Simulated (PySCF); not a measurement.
# CsI: bond curves at several levels of theory

An exercise on one series of results from a longer session: the logs are not shown, and one member is left open.

The runs use PySCF 2.14.0; Cs def2-SVP with ECP46, I def2-SVP with ECP28, scalar-relativistic core potentials.

The first run:

The job is set up so:

- atoms: Cs, I
- charge: 0
- basis: Cs def2-SVP with ECP46, I def2-SVP with ECP28
- Hamiltonian: scalar-relativistic core potentials
- basis functions: 50
- electrons treated: 34
- masses in u: 132.9054, 126.9045
- levels: PBE0, PBE, r²SCAN, PBEsol, B2PLYP, M06-L, LC-ωPBE, HF, MP2, SCS-MP2, CCSD, CCSD(T)
- grid: 80 radial by 434 angular points
- occupations: held fixed by the projection of orbital angular momentum
- dissociation limit: Cs + I, each in its ground configuration
- starting distance in angstrom: 3.515
- values of 2S to try: 0, 2

Started as:

```sh
> OMP_NUM_THREADS=1 python dia.py task.json out
```

Among the steps run: Set-up; PBE0 along the bond; Other states along the same grid; PBE (GGA); r²SCAN; PBEsol (GGA); B2PLYP (double hybrid); M06-L (meta-GGA); LC-ωPBE (range-separated hybrid); RHF; MP2 and coupled cluster.

One table of the session follows, with a row left open; its other results are not shown here.

Energy (eV) from each level's lowest point:

| R (Å) | RHF | RHF-MP2 | RHF-SCS-MP2 | RHF-CCSD | RHF-CCSD(T) |
| --- | --- | --- | --- | --- | --- |
| 2.913 | 0.895 | 0.770 | 0.793 | n/a | n/a |
| 3.048 | 0.448 | 0.358 | 0.374 | 0.369 | 0.364 |
| 3.184 | 0.184 | 0.126 | 0.136 | 0.132 | 0.129 |
| 3.285 | 0.073 | 0.037 | 0.042 | 0.040 | 0.038 |
| 3.387 | 0.016 | 0.000 | 0.001 | 0.000 | 0.000 |
| 3.489 | 0.000 | 0.002 | 0.000 | 0.000 | 0.001 |
| 3.624 | 0.024 | 0.048 | 0.042 | 0.044 | 0.046 |
| 3.793 | ? | ? | ? | ? | ? |
| 3.997 | 0.239 | 0.311 | 0.296 | 0.302 | 0.307 |
| 4.268 | 0.450 | 0.548 | 0.529 | n/a | n/a |

Estimate the missing values for R (Å) = 3.793.

Worked estimate for «RHF». A straight line through the neighbours (3.624, 0.024) and (3.997, 0.239) gives 0.024 + (0.239 − 0.024) × (3.793 − 3.624) / (3.997 − 3.624) = 0.121; a parabola fitted to 4 rows on both sides gives 0.109.

**Answer.** RHF: 0.103; RHF-MP2: 0.151; RHF-SCS-MP2: 0.140; RHF-CCSD: 0.144; RHF-CCSD(T): 0.148. In «RHF» the line misses by +0.018 and the parabola by +0.006.
